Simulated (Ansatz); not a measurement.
# Cl3HHfO: basis-set convergence

One table from this session's results is given with a row withheld; the runs are named, their logs left out.

Method: one geometry, several basis sets; program: Ansatz 0.2.0, Gaussian basis.

Plan: PBE0-D4/def2-SVP; ωB97M-V/def2-SVP; PBE0-D4/def2-QZVPP; ωB97M-V/def2-QZVPP; the functionals' def2-TZVPP values are taken from earlier runs.

1 further run of the same task is left out (for a known fault of the program).

### The geometry

All runs share one geometry, relaxed beforehand with PBE0-D4 in a triple-zeta def2 set. Hf takes the def2 core potential; no spin-orbit term is included.

SMILES `[OH][Hf]([Cl])([Cl])[Cl]`, 6 atoms, charge 0, spin multiplicity 1.

Atoms are counted from 1 here; the program's logs count them from 0.

Bond lengths: O1–Hf2 1.881 Å, O1–H6 0.953 Å, Hf2–Cl3 2.337 Å, Hf2–Cl4 2.337 Å, Hf2–Cl5 2.337 Å. Angles: Hf2–O1–H6 179.9°, O1–Hf2–Cl3 109.2°, O1–Hf2–Cl4 109.2°, O1–Hf2–Cl5 109.2°, Cl3–Hf2–Cl4 109.7°, Cl3–Hf2–Cl5 109.7°, Cl4–Hf2–Cl5 109.7°.

Geometry (Å):

```mol
Cl3HHfO
  3D, bonds by distance, orders not assigned

  6  5  0  0  0  0  0  0  0  0999 V2000
   -0.5151    0.2961    1.3430 O   0  0
    0.1485   -0.0932   -0.3740 Hf  0  0
    2.0328   -1.4615   -0.1783 Cl  0  0
   -1.5028   -1.1974   -1.6047 Cl  0  0
    0.7298    1.9009   -1.4447 Cl  0  0
   -0.8512    0.4912    2.2126 H   0  0
  1  2  8  0
  2  3  8  0
  2  4  8  0
  2  5  8  0
  1  6  8  0
M  END
```

The first run:

in.yaml reads:

```yaml
crystal:
  periodic: [false, false, false]
  atoms:
    - {symbol: O, position_ang: [-0.515051, 0.296102, 1.342958]}
    - {symbol: Hf, position_ang: [0.148548, -0.093238, -0.373970]}
    - {symbol: Cl, position_ang: [2.032791, -1.461477, -0.178338]}
    - {symbol: Cl, position_ang: [-1.502756, -1.197428, -1.604719]}
    - {symbol: Cl, position_ang: [0.729760, 1.900905, -1.444671]}
    - {symbol: H, position_ang: [-0.851193, 0.491236, 2.212641]}
basis:
  gaussian: {orbitals: def2-SVP}
hamiltonian: {xc: pbe0, dispersion: d4}
output: {orbitals: {seedname: orbitals}}
```

Command:

```bash
> ansatz run in.yaml --threads 4 --pin off --events-out ev --progress --plain --max-ram 10444MiB
```

Steps of the session up to this table: PBE0-D4 in def2-SVP; ωB97M-V in def2-SVP; PBE0-D4 in def2-QZVPP; ωB97M-V in def2-QZVPP.

One of the session's tables, all rows but one given; the rest of the session is left out.

It belongs to the step «Density functionals: the series». 

```
functional       basis  HOMO (eV)
   PBE0-D4    def2-SVP      -9.28
   PBE0-D4  def2-TZVPP      -9.30
   PBE0-D4  def2-QZVPP      -9.33
   ωB97M-V    def2-SVP     -11.43
   ωB97M-V  def2-TZVPP     -11.51
   ωB97M-V  def2-QZVPP          ?
```

**Question.** Estimate the row for ωB97M-V, def2-QZVPP.

**Answer.** HOMO (eV): -11.55. In the column «HOMO (eV)» it is the lowest.
